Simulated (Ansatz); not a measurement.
# AlAs− (quartet): the correlation ladder, aug-cc-pVTZ

The task here is to estimate one member of a computed series from the others.

Program: Ansatz 0.2.0, Gaussian basis. Level of theory: aug-cc-pVTZ, core rule «outside noble gas», up to 19 orbitals frozen. These are calculated values, not measurements.

Plan: UHF; CCSD(T) on ROHF; CCSD(T) on UHF; BCCD(T) on ROHF; CCSDT(Q) on ROHF; CCSDT(Q) on UHF; CASSCF and MRCISD+Q, 9 electrons in 8 orbitals; CASSCF and NEVPT2, 9 electrons in 8 orbitals.

5 further runs of the same task are left out: 5 set aside as unsound or not needed.

### What is computed

The geometry is a PBE0/def2-TZVPD stationary point (not a proven minimum) of the parent state, kept for this charge and spin. No spin-orbit coupling is included. The filled d shell of As may be among the frozen orbitals whatever the setting's name suggests; the logs give the count.

2 atoms, charge -1, spin multiplicity 4.

Atoms are counted from 1 here; the program's logs count them from 0.

Bond lengths: Al1–As2 2.217 Å.

Set-up of the first run:

File in.yaml:

```yaml
crystal:
  periodic: [false, false, false]
  atoms:
    - {symbol: Al, position_ang: [0.000000, 0.000000, 0.000000]}
    - {symbol: As, position_ang: [0.000000, 0.000000, 2.216800]}
basis:
  gaussian: {orbitals: aug-cc-pVTZ}
total_charge: -1
magnetization: {spin_polarized: true, initial_magnetization: 3}
hamiltonian: {xc: hf}
output: {orbitals: {seedname: orbitals}}
```

Started as:

```console
$ ansatz run in.yaml --threads 1 --pin off --events-out ev --progress --plain --max-ram 4096MiB --backend cpu
```

Among the steps run: UHF; CCSD(T) on ROHF; CCSD(T) on UHF; BCCD(T) on ROHF; CCSDT(Q) on ROHF; CCSDT(Q) on UHF; CASSCF and MRCISD+Q, 9 electrons in 8 orbitals; CASSCF and NEVPT2, 9 electrons in 8 orbitals.

One of the session's tables, all rows but one given; the rest of the session is left out.

It belongs to the step «Misses and costs». 

| method | from RCCSDT(Q) (meV) |
| --- | --- |
| ROHF | ? |
| UHF | +5480.5 |
| RMP2 | +1124.9 |
| UMP2 | +1135.6 |
| RCCSD | +501.1 |
| UCCSD | +488.3 |
| RCCSD(T) | +158.4 |
| UCCSD(T) | +157.2 |
| BCCD(T) | +162.4 |
| RCCSDT | +69.1 |
| UCCSDT | +68.1 |
| RCCSDT(Q) | 0 |
| UCCSDT(Q) | +2.0 |
| CASSCF valence | +4692.3 |
| NEVPT2 valence | +1208.7 |
| MRCISD valence | +624.3 |
| MRCISD+Q valence | +188.3 |

Estimate the missing values for ROHF.

As computed: from RCCSDT(Q) (meV): +5652.6. In the column «from RCCSDT(Q) (meV)» it is the highest.

To keep in mind: Restricted and unrestricted rows rest on different reference determinants; where their highest levels disagree by more than a few hundredths of an eV, they describe different states and don't form one ladder.
